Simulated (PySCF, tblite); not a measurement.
# C6H8N radical: geometry, infrared bands and EPR parameters

Aim: predict the infrared bands and EPR parameters of C6H8N radical (`[H]/N=C(/[CH2])CC#CC`).

Programs: tblite 0.8.0 and PySCF 2.14.0, with density-fitted response routines of our own. Each step states its level of theory. These are calculated values for one molecule in the gas phase, unless marked as measured. Atoms count from 0, in the outputs and in this text.

## (1) The starting structure

15 atoms, charge 0, multiplicity 2; geometry from: force field or distance geometry start.

Bonds of the start (Å): C0–C1 1.48, C1–N2 1.28, C1–C3 1.48, C3–C4 1.46, C4–C5 1.21, C5–C6 1.48, C0–H7 1.09, C0–H8 1.09, N2–H9 1.01, C3–H10 1.12, C3–H11 1.14, C6–H12 1.12, C6–H13 1.12, C6–H14 1.10.

## (2) Geometry optimisation with GFN2-xTB

What the job is given:

```
{"job": {"kind": "relax", "xc": "GFN2-xTB", "basis": "xTB"}, "charge": 0, "multiplicity": 2}
C     -2.064800     1.214700    -0.191900
C     -1.835100    -0.234200    -0.007200
N     -2.614100    -1.036900    -0.632300
C     -0.759400    -0.782800     0.854200
C      0.557600    -0.339500     0.394200
C      1.641300     0.015600    -0.017500
C      2.964200     0.451500    -0.525800
H     -2.254600     1.508400    -1.227400
H     -1.354400     1.855800     0.337900
H     -2.483400    -2.036100    -0.516600
H     -0.809900    -1.893200     0.986000
H     -0.844600    -0.410800     1.924500
H      3.121100     1.459400    -0.059600
H      3.767900    -0.270300    -0.236200
H      2.963800     0.506400    -1.621100
```

Started as:

```console
$ OMP_NUM_THREADS=1 python probes_run.py task.json out
```

One launch serves the whole session: the jobs run in the order shown.

The program printed:

```text
step      E/eV     max force
  0    -535.14287    2.760
  1    -535.38203    1.915
  2    -535.40301    4.887
  3    -535.58454    0.969
  4    -535.63374    0.828
  5    -535.66979    0.721
  6    -535.68531    0.483
  7    -535.69971    0.343
  8    -535.71009    0.437
  9    -535.71933    0.247
 10    -535.73042    0.277
 11    -535.74083    0.310
 12    -535.75055    0.345
 13    -535.75898    0.237
 14    -535.76567    0.175
 15    -535.76997    0.163
 16    -535.77294    0.148
 17    -535.77536    0.120
 18    -535.77776    0.143
 19    -535.78001    0.123
 20    -535.78192    0.094
 21    -535.78318    0.087
 22    -535.78437    0.071
 23    -535.78541    0.081
 24    -535.78639    0.082
 25    -535.78711    0.062
 26    -535.78753    0.048
 27    -535.78777    0.037
 28    -535.78795    0.033
 29    -535.78809    0.025
 30    -535.78817    0.021
 31    -535.78821    0.017
 32    -535.78824    0.012
 33    -535.78827    0.017
 34    -535.78831    0.017
 35    -535.78834    0.014
 36    -535.78836    0.017
 37    -535.78840    0.017
 38    -535.78845    0.020
 39    -535.78849    0.019
 40    -535.78853    0.018
 41    -535.78856    0.019
 42    -535.78860    0.023
 43    -535.78865    0.024
 44    -535.78869    0.015
 45    -535.78871    0.013
 46    -535.78874    0.017
 47    -535.78879    0.026
 48    -535.78887    0.033
 49    -535.78895    0.028
 50    -535.78902    0.018
 51    -535.78907    0.017
 52    -535.78911    0.016
 53    -535.78915    0.016
 54    -535.78918    0.012
 55    -535.78920    0.011
 56    -535.78923    0.012
 57    -535.78925    0.011
 58    -535.78927    0.010
 59    -535.78929    0.010
 60    -535.78930    0.010
 61    -535.78932    0.009
```

Wall time 0.31 s (1 thread of Arm Neoverse V1, shared host); peak memory 0.18 GiB.

Step by step: (not every step is listed)

```csv
step,energy from step 0 (eV),largest force (eV/Å)
0,0.0000,2.7596
1,-0.2392,1.9146
2,-0.2601,4.8867
3,-0.4417,0.9693
4,-0.4909,0.8278
5,-0.5269,0.7212
6,-0.5424,0.4834
7,-0.5568,0.3426
8,-0.5672,0.4373
12,-0.6077,0.3446
16,-0.6301,0.1484
20,-0.6390,0.0943
24,-0.6435,0.0815
28,-0.6451,0.0335
32,-0.6454,0.0124
36,-0.6455,0.0167
40,-0.6457,0.0175
44,-0.6458,0.0148
48,-0.6460,0.0327
52,-0.6462,0.0158
56,-0.6464,0.0118
57,-0.6464,0.0106
58,-0.6464,0.0102
59,-0.6464,0.0099
60,-0.6464,0.0099
61,-0.6464,0.0093
```

Close pairs (by a distance rule), those that changed most:

```csv
bond,before (Å),after (Å),change (Å)
C0–C1,1.479,1.391,-0.088
C3–H11,1.136,1.095,-0.042
C1–C3,1.483,1.524,+0.041
C5–C6,1.483,1.447,-0.036
C6–H12,1.122,1.090,-0.031
C6–H13,1.118,1.090,-0.028
C3–H10,1.119,1.095,-0.025
C0–H8,1.094,1.074,-0.019
```

The next job starts from the end point, and lists it.

## (3) Infrared spectrum with GFN2-xTB

What the job is given:

```
{"job": {"kind": "ir", "xc": "GFN2-xTB", "basis": "xTB"}, "charge": 0, "multiplicity": 2}
C     -1.880592     1.121894    -0.287893
C     -1.796706    -0.250579    -0.080908
N     -2.623666    -1.025856    -0.710830
C     -0.723098    -0.751150     0.878055
C      0.586762    -0.328798     0.420241
C      1.653023     0.025677     0.002546
C      2.948716     0.444858    -0.486280
H     -2.634291     1.512780    -0.945849
H     -1.205088     1.800979     0.198965
H     -2.513132    -2.016595    -0.507513
H     -0.753650    -1.843378     0.945046
H     -0.911066    -0.339057     1.874739
H      3.203357     1.424290    -0.081235
H      3.712343    -0.271638    -0.183343
H      2.932674     0.504563    -1.574620
```

The program printed:

```text
mode    cm-1     km/mol
  1      25.5      1.23
  2      37.9      0.06
  3      87.5      0.38
  4     209.4      4.87
  5     246.6      5.58
  6     296.4      0.01
  7     330.0      3.07
  8     396.9      0.02
  9     429.0      6.13
 10     466.8      5.40
 11     533.8     31.59
 12     609.7     60.62
 13     783.1      3.22
 14     809.1      1.44
 15     877.1      4.97
 16     917.4      6.80
 17     994.0      4.46
 18    1026.4      7.75
 19    1028.9      9.50
 20    1129.0      7.76
 21    1139.2     57.92
 22    1202.4     29.52
 23    1276.2     23.08
 24    1331.1     54.17
 25    1391.8      2.13
 26    1433.5     37.23
 27    1441.0     16.03
 28    1457.8      5.71
 29    1458.2      4.47
 30    1476.2     71.98
 31    2410.7     15.76
 32    2934.1     24.84
 33    2951.2     33.44
 34    2999.0     24.92
 35    2999.4     26.58
 36    3007.4     31.99
 37    3123.2      2.06
 38    3172.7     15.85
 39    3344.6     18.31
```

Wall time 0.38 s (1 thread of Arm Neoverse V1, shared host); peak memory 0.18 GiB.

The strongest bands and the atoms that carry them (share of the mass-weighted mode):

```csv
cm⁻¹,km/mol,atoms
534,31.6,"H9 34 %, C1 32 %, H8 15 %"
610,60.6,"H9 37 %, C1 25 %, N2 13 %"
1139,57.9,"H9 65 %, C0 11 %"
1331,54.2,"H7 33 %, H8 26 %, C1 23 %"
1434,37.2,"C0 20 %, C1 20 %, H11 16 %, H10 15 %"
1476,72.0,"C1 63 %, N2 29 %"
2951,33.4,"H10 71 %, H11 25 %"
3007,32.0,"H14 33 %, H13 33 %, H12 32 %"
```

## (4) g tensor and hyperfine couplings: B3LYP/pcH-1

The job, as its differences from that of step 3:

```diff
@@ -1,2 +1,2 @@
-{"job": {"kind": "ir", "xc": "GFN2-xTB", "basis": "xTB"}, "charge": 0, "multiplicity": 2}
+{"job": {"kind": "epr", "basis": "pcH-1"}, "charge": 0, "multiplicity": 2}
 C     -1.880592     1.121894    -0.287893
```

With the program's defaults for keys left out, this is: UKS B3LYP, pcH-1 on C H N, non-relativistic, mean-field spin-orbit, GIAO.

The program printed:

```text
UKS, coarse grid
  cycle   1  E = -288.03638618  |g| = 3.62e-01
  cycle   2  E = -288.00156062  |g| = 4.69e-01
  cycle   3  E = -288.09623124  |g| = 1.34e-01
  cycle   4  E = -288.10404538  |g| = 4.42e-02
  cycle   5  E = -288.10495705  |g| = 1.98e-02
  cycle   6  E = -288.10513884  |g| = 8.99e-03
  cycle   7  E = -288.10520394  |g| = 2.91e-03
  cycle   8  E = -288.10521332  |g| = 1.67e-03
  cycle   9  E = -288.10521578  |g| = 3.81e-04
UKS, final grid
  cycle   1  E = -288.10520272  |g| = 4.03e-04
  cycle   2  E = -288.10520266  |g| = 6.18e-04
  cycle   3  E = -288.10520285  |g| = 1.06e-04
  cycle   4  E = -288.10520286  |g| = 6.95e-05
  cycle   5  E = -288.10520286  |g| = 2.61e-05
E = -288.10520286 Eh   <S^2> = 0.7737 (exact 0.7500)
g shifts (ppm)      1          2          3
  rmc          -169       -169       -169
  gc             -9         34         40
  oz_so          32        889       2731
  total        -147        754       2602
hyperfine (MHz)  atom isotope    a_iso     a_fc   dipolar eigenvalues
    0   13C      63.52      63.52    -62.42    -61.03    123.45
    1   13C     -49.41     -49.41    -27.16     10.54     16.62
    2   14N      15.55      15.55    -21.68    -20.74     42.43
    3   13C       2.03       2.03     -0.74     -0.45      1.19
    4   13C      -8.16      -8.16     -0.78     -0.42      1.21
    5   13C       0.61       0.61     -1.23     -0.80      2.04
    6   13C      -0.42      -0.42     -0.16     -0.12      0.28
    7    1H     -49.01     -49.01    -26.97     -2.17     29.13
    8    1H     -49.95     -49.95    -30.23     -1.12     31.36
    9    1H     -31.85     -31.85    -26.77     -4.69     31.45
   10    1H      -1.58      -1.58     -2.03     -1.16      3.19
   11    1H     -11.79     -11.79     -2.46     -1.67      4.13
   12    1H       0.58       0.58     -0.51     -0.47      0.98
   13    1H       1.46       1.46     -0.40     -0.36      0.76
   14    1H       0.34       0.34     -0.55     -0.53      1.08
```

It took 50 s on 1 thread of Arm Neoverse V1, shared host; peak memory 0.91 GiB.

Principal g values 2.00217, 2.00307, 2.00492; g(iso) = 2.00339, against 2.00232 for a free electron.

Mean a(iso) over the nuclei that a row names, and the largest dipolar term of the row (other rows stand at the frozen geometry):

```csv
nuclei,isotope,a(iso) (MHz),"a(iso) (G, at g = 2.0023)",largest dipolar term (MHz)
C0,13C,63.5,22.7,123.4
"H7, H8",1H,-49.5,-17.7,31.4
C1,13C,-49.4,-17.6,-27.2
H9,1H,-31.9,-11.4,31.5
N2,14N,15.6,5.5,42.4
C4,13C,-8.2,-2.9,1.2
"H10, H11",1H,-6.7,-2.4,4.1
C3,13C,2.0,0.7,1.2
"H12, H13, H14",1H,0.8,0.3,1.1
C5,13C,0.6,0.2,2.0
C6,13C,-0.4,-0.1,0.3
```

Mulliken spin populations:

C0 0.82; C1 -0.21; N2 0.47; C3 0.01; C4 -0.01; C5 0.01; C6 0.00; H7 -0.04; H8 -0.03; H9 -0.02; H10 0.00; H11 0.00; H12 0.00; H13 0.00; H14 0.00

In first order the couplings over 0.8 MHz of 1H, 14N give 54 distinct lines over 62.5 G, if the averaged nuclei exchange fast.

Orbitals, density, ELF and potential are computed afterwards from the orbital file.

ELF in a plane through or near 6 of the atoms.

Ten even steps from ' ' (0.00) to '@' (1.00):
```
                                                        
                                                        
                                                        
                                  ..==++::              
                            ....::++@@@@@@--            
                            ::====##@@@@@@++            
        ..--==::..          --****--%%@@**..            
        ::++##**--  ..::..  ..++**--====..              
        ::**%%##==--==**++::  --%%@@%%::                
        ..====##--%%++##%%**....++::..**==++--..        
      ..**%%##..**++==##%%**==--##::--%%****==..        
      ##@@@@@@%%==****%%##++**==**++--====--::          
      ##@@@@@@##..==##%%##++==++**::  ::--..            
      --@@@@@@--  ::++**++::::%%@@**  ..::..            
          ::..      ::::..  ==@@@@@@..                  
                            ::@@@@%%..                  
                              ::--..                    
                                                        
                                                        
                                                        
```
The map spans 12.5 Å across and 9.5 Å up, centred on the molecule. Atoms in the plane (x, y in Å): C0 (1.7, 1.4), C1 (1.8, 0.1), C5 (-1.6, -0.3), C6 (-3.0, 0.1), H7 (2.3, 2.1), H13 (-3.6, -0.8).

On the surface of density 0.002 e/bohr³ the electrostatic potential runs, from the 1st to the 99th percentile, from -1.91 V near N2 to 1.27 V near H9.

The spin density lies nearest to C0 42 %; N2 30 %; C1 10 % (beta excess); H7, H8 about 6 % each.

## (5) Outcome

| quantity | value |
| --- | --- |
| strongest single infrared mode (GFN2-xTB) | 1476 cm⁻¹, 72 km/mol |
| zero-point energy (GFN2-xTB) | 74.0 kcal/mol |
| g(iso) (B3LYP) | 2.00339 |
| ⟨S²⟩ | 0.774 (exact 0.75) |
| largest a(iso) (averaged by class) | 13C on C0, 63.5 MHz |
| surface potential, 1st and 99th percentile | -1.91 V and 1.27 V |

What this shows: The optimisation took 61 steps and gained 0.646 eV; among the close pairs (by a distance rule), C0–C1 changed most, from 1.479 to 1.391 Å. All 39 modes are real, so the xTB geometry is a minimum. The strongest single mode, at 1476 cm⁻¹, moves mainly C1. GFN2-xTB is a fitted tight-binding method: band positions and strengths are rough. Its intensities can rank the bands wrongly. C0 carries the largest spin population, 0.82 e. The isotropic g lies 1.1 ppt above the free-electron value.
